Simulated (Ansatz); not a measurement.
Task: a geometry optimisation of CH4AlFSSi, SMILES F[SiH2][C]([AlH2])=S, with Ansatz 0.2.0, Python API. Give the script and its output. Level of theory: r2SCAN, 6-31G* basis, multiplicity 1, D4 dispersion.

Contents of `ch4alfssi.xyz`:
```text
9

F    -1.46000   -0.96290    1.42410
Si   -1.12670    0.58380    0.75450
C     0.53220    0.53130    0.00280
Al    1.21840   -1.05880   -0.97470
S     1.36740    1.71040   -0.04650
H    -2.09850    0.94440   -0.29160
H    -1.14190    1.60610    1.82080
H     0.23750   -2.33810   -1.03180
H     2.56020   -1.06240   -1.67470
```

`opt.py`:
```python
'''Relax the CH4AlFSSi molecule.'''

import ansatz as az
import numpy as np

BASIS = '6-31G*'
FUNCTIONAL = 'r2scan'
DISPERSION = 'd4'

molecule = az.Crystal.molecule_from_extxyz('ch4alfssi.xyz')

job = (
    molecule.calculation()
    .basis(gaussian=BASIS)
    .functional(FUNCTIONAL, dispersion=DISPERSION)
)
symbols = [site.symbol for site in molecule.cartesian_sites]
start = np.array([site.position_ang for site in molecule.cartesian_sites], dtype=float)
def progress(event):
    if event['event'] == 'relax_step':
        row = event['data']
        print(f'step {row["step"]:3d}  E = {row["lagrangian_ev"]:.6f} eV  largest force component {row["allowed_force_max_ev_ang"]:.4f} eV/A')


summary = job.relax(force_tolerance=0.005, max_steps=100).session().plan().execute(on_event=progress).report
end = np.array(summary['positions_ang'])

print('reference energy %16.6f eV' % summary['reference_energy_ev'])
print('total energy     %16.6f eV' % summary['free_energy_ev'])
print('occupied orbitals outside the frozen core (up, down):', summary['n_occupied'], ' frozen:', summary['n_frozen'], ' virtual:', summary['n_virtual'])

print('final positions (A) and the move of each atom')
for symbol, xyz, old in zip(symbols, end, start):
    print(f'{symbol:2s} {xyz[0]:10.5f} {xyz[1]:10.5f} {xyz[2]:10.5f}   {np.linalg.norm(xyz - old):7.4f}')

charges = summary['charge_distribution']
dipole = np.array(charges['dipole_moment_e_ang']) * 4.803205
print('dipole (D): {:.3f} {:.3f} {:.3f}, length {:.3f}'.format(*dipole, np.linalg.norm(dipole)))
print('atom  Mulliken   Lowdin')
for symbol, m, l in zip(symbols, charges['mulliken_charges_e'], charges['lowdin_charges_e']):
    print(f'{symbol:4s} {m:9.3f} {l:8.3f}')
```

```console
$ python opt.py
step   1  E = -29122.282619 eV  largest force component 10.7524 eV/A
step   2  E = -29123.336804 eV  largest force component 4.3933 eV/A
step   3  E = -29123.644539 eV  largest force component 1.0867 eV/A
step   4  E = -29123.658440 eV  largest force component 0.4188 eV/A
step   5  E = -29123.683364 eV  largest force component 0.1680 eV/A
step   6  E = -29123.710199 eV  largest force component 0.2599 eV/A
step   7  E = -29123.734794 eV  largest force component 0.3863 eV/A
step   8  E = -29123.757898 eV  largest force component 0.5771 eV/A
step   9  E = -29123.791127 eV  largest force component 0.6615 eV/A
step  10  E = -29123.857171 eV  largest force component 0.5039 eV/A
step  11  E = -29123.951921 eV  largest force component 0.5757 eV/A
step  12  E = -29124.082476 eV  largest force component 0.5146 eV/A
step  13  E = -29124.056343 eV  largest force component 0.9715 eV/A
step  14  E = -29124.119196 eV  largest force component 0.2787 eV/A
step  15  E = -29124.132483 eV  largest force component 0.1775 eV/A
step  16  E = -29124.137556 eV  largest force component 0.1324 eV/A
step  17  E = -29124.135647 eV  largest force component 0.2272 eV/A
step  18  E = -29124.140542 eV  largest force component 0.0164 eV/A
step  19  E = -29124.140509 eV  largest force component 0.0106 eV/A
step  20  E = -29124.140594 eV  largest force component 0.0039 eV/A
reference energy    -29124.083619 eV
total energy        -29124.140609 eV
occupied orbitals outside the frozen core (up, down): [31, 31]  frozen: 0  virtual: [64, 64]
final positions (A) and the move of each atom
F    -1.59297   -0.70947    1.90367    0.5585
Si   -1.20725    0.59724    1.05095    0.3075
C     0.16403    0.17943   -0.14517    0.5303
Al    1.37673   -1.03240   -1.13469    0.2266
S     0.95560    1.33368   -1.05361    1.1514
H    -2.38211    1.02734    0.24850    0.6157
H    -0.74881    1.66732    1.97301    0.4259
H     0.78802   -1.69612   -2.45051    1.6517
H     2.73536   -1.41322   -0.40925    1.3248
dipole (D): -0.779 1.511 0.314, length 1.729
atom  Mulliken   Lowdin
F       -0.381   -0.115
Si       0.791    0.378
C       -0.430   -0.298
Al       0.354   -0.022
S        0.027    0.345
H       -0.078   -0.062
H       -0.080   -0.064
H       -0.101   -0.082
H       -0.101   -0.081
```

Reading the output:
- Total energies depend on the basis set; only differences at equal settings carry meaning.
- The end point is the stationary point reached from this start; no frequency run checks that it is a minimum, and the basis set is modest.
- The Löwdin charges here are taken after orthogonalising the functions within each atom; they differ from plain Löwdin charges, and their signs can be unphysical.
- Total less reference energy is the dispersion correction.
- The bonding changed during the relaxation, so the end is another isomer than the start names.
- Run time: 3 min on 1 thread of Arm Neoverse V1, with other jobs on the host, peak memory 0.27 GiB.
